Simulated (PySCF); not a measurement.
# BH4O4: the cost of one run

Computed with PySCF 2.14.0, with density-fitted response routines of our own, on a single molecule in the gas phase. Atoms count from 0, in the outputs and in this text.

## Step 1: The starting structure

9 atoms, charge -1, multiplicity 1; geometry from: GFN2-xTB. The atoms were then displaced at random by about 0.03 Å, so the start is not that level's minimum.

Bonds of the start (Å): O0–B1 1.44, B1–O2 1.51, B1–O3 1.44, B1–O4 1.48, O0–H5 1.04, O2–H6 1.00, O3–H7 1.00, O4–H8 0.89.

## Step 2: Geometry optimisation at PBE0-D3(BJ)/def2-SVP

What the job is given:

```
{"job": {"xc": "PBE0", "basis": "def2-SVP", "d3": "d3bj", "grid": 1, "shake": 0.03, "kind": "geom"}, "charge": -1, "multiplicity": 1}
O      0.215830     0.805090    -1.179430
B     -0.014450    -0.012290    -0.011460
O     -1.032070     0.635250     0.889650
O     -0.348320    -1.325060    -0.492410
O      1.267090    -0.207410     0.706040
H      0.136710     1.790480    -0.863310
H     -0.802980     0.229630     1.769040
H     -1.023180    -1.144340    -1.201530
H      1.761240    -0.828790     0.307390
```

The run is started by

```
$ OMP_NUM_THREADS=1 python probes_run.py task.json out
```

One launch serves the whole session: the jobs run in the order shown.

**Question.** How long does this first job take on 1 thread of Intel Xeon Platinum 8488C, shared host, and how much memory does it need?

About 19 s, with a peak of 0.37 GiB.
